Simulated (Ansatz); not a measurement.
**KMgF3: the band gap up the ladder of functionals**

The task here is to estimate one member of a computed series from the others.

Code: Ansatz 0.2.0. PAW datasets, plane waves. (Simulation; spin polarisation is off.)

### Starting point

The cell was relaxed beforehand with r2SCAN.

It is cubic, Pm-3m (No. 221); conventional cell a = 3.980 Å, 12.61 Å³ an atom. Around K lie 12 F at 2.81 Å; around Mg lie 6 F at 1.99 Å; around F lie 2 Mg at 1.99 Å and 4 K at 2.81 Å.

Coordinates:

```xyz
5
Lattice="3.9802 0.0000 0.0000 0.0000 3.9802 0.0000 0.0000 0.0000 3.9802" Properties=species:S:1:pos:R:3 pbc="T T T"
K     0.0000    0.0000    0.0000
Mg    1.9901    1.9901    1.9901
F     1.9901    1.9901    0.0000
F     1.9901    0.0000    1.9901
F     0.0000    1.9901    1.9901
```

The first run:

File input.yaml:

```yaml
crystal:
  lattice:
    - [3.9802385496, 0.0, 0.0]
    - [0.0, 3.9802385496, 0.0]
    - [0.0, 0.0, 3.9802385496]
  atoms:
    - { symbol: K, position: [0.0, 0.0, 0.0] }
    - { symbol: Mg, position: [0.5, 0.5, 0.5] }
    - { symbol: F, position: [0.5, 0.5, 0.0] }
    - { symbol: F, position: [0.5, 0.0, 0.5] }
    - { symbol: F, position: [0.0, 0.5, 0.5] }
kpoints:
  mp_grid: { grid: [6, 6, 6] }
  band_path:
    path:
      - [[0.0, 0.0, 0.0], [-1.182158909368e-50, 0.5, -6.4516399219e-35], [0.5, 0.5, -1.008068737797e-34], [0.0, 0.0, 0.0], [0.5, 0.5, 0.5], [-1.182158909368e-50, 0.5, -6.4516399219e-35]]
      - [[0.5, 0.5, 0.5], [0.5, 0.5, -1.008068737797e-34]]
    npoints: 10
hamiltonian:
  xc: pbe
scf:
  occupations: { method: fermi_dirac, width: 0.02 }
  n_extra_bands: 5
output:
  forces: true
  stress: true
  eigenvalues: true
  write_density: true
  write_potential: true
  elf: true
  volumetric_format: npy
```

Launch:

```bash
ansatz run input.yaml --threads 4 --pin off --max-ram 7372MiB --backend cpu --events-out ev --progress --plain --runs-dir out
```

Among the steps run: PBE bands along the symmetry lines; r2SCAN; HSE06; PBE0 at the same geometry; LDA; DDH-PBE0; LC-ωPBE at the same geometry.

One table of the session follows, with a row left open; its other results are not shown here.

```
   level  gap (eV)
     PBE         ?
  r2SCAN      8.30
   HSE06      9.61
    PBE0     10.37
     LDA      7.02
DDH-PBE0     13.17
 LC-ωPBE     15.44
```

Estimate the missing values for PBE.

As computed: gap (eV): 7.37. In the column «gap (eV)» it lies between LDA (7.02) and r2SCAN (8.30).

Meshes: PBE 6×6×6, r2SCAN 6×6×6, HSE06 4×4×4, PBE0 4×4×4, LDA 6×6×6, DDH-PBE0 4×4×4, LC-ωPBE 4×4×4.

Against HSE06, PBE is short by 2.24 eV, at 77 % of it, and r2SCAN 86 %. PBE0 lies 0.76 eV above HSE06, which differs from it by screening the long-range exchange.

To keep in mind: Warnings in the runs' records: stress scf threshold loose, stress exchange threshold loose.
